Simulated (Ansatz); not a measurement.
**InCl₂O radical: how energies converge with the basis set**

One table from this session's results is given with a row withheld; the runs are named, their logs left out.

The runs use Ansatz 0.2.0, Gaussian basis; one geometry, several basis sets.

The runs, in order: PBE0-D4/def2-SVP; ωB97M-V/def2-SVP; PBE0-D4/def2-QZVPP; ωB97M-V/def2-QZVPP; the functionals' def2-TZVPP values are taken from earlier runs.

**The relaxed structure**

An earlier PBE0-D4 in a triple-zeta def2 set relaxation fixed the geometry. In takes the def2 core potential; no spin-orbit term is included.

SMILES `[O][In]([Cl])[Cl]`, 4 atoms, charge 0, spin multiplicity 2.

Atoms are counted from 1 here; the program's logs count them from 0.

Bond lengths: O1–In2 1.989 Å, In2–Cl3 2.293 Å, In2–Cl4 2.293 Å. Angles: O1–In2–Cl3 119.2°, O1–In2–Cl4 119.2°, Cl3–In2–Cl4 121.6°.

The first run:

in.yaml reads:

```yaml
crystal:
  periodic: [false, false, false]
  atoms:
    - {symbol: O, position_ang: [0.606268, 1.013990, 1.667626]}
    - {symbol: In, position_ang: [0.031729, 0.015988, 0.045413]}
    - {symbol: Cl, position_ang: [0.741646, -2.144973, -0.248183]}
    - {symbol: Cl, position_ang: [-1.324144, 1.054695, -1.485156]}
basis:
  gaussian: {orbitals: def2-SVP}
magnetization: {spin_polarized: true, initial_magnetization: 1}
hamiltonian: {xc: pbe0, dispersion: d4}
output: {orbitals: {seedname: orbitals}}
```

Steps of the session up to this table: PBE0-D4 in def2-SVP; ωB97M-V in def2-SVP; PBE0-D4 in def2-QZVPP; ωB97M-V in def2-QZVPP.

One of the session's tables, all rows but one given; the rest of the session is left out.

It belongs to the step «Functionals by basis». 

| functional | basis | HOMO (eV) | LUMO (eV) |
| --- | --- | --- | --- |
| PBE0-D4 | def2-SVP | ? | ? |
| PBE0-D4 | def2-TZVPP | -9.19 | -4.48 |
| PBE0-D4 | def2-QZVPP | -9.23 | -4.51 |
| ωB97M-V | def2-SVP | -11.32 | -1.95 |
| ωB97M-V | def2-TZVPP | -11.59 | -2.26 |
| ωB97M-V | def2-QZVPP | -11.62 | -2.31 |

Q: Estimate the row for PBE0-D4, def2-SVP from the others.

**Answer.** HOMO (eV): -8.96; LUMO (eV): -4.30. In the column «HOMO (eV)» it is the highest.
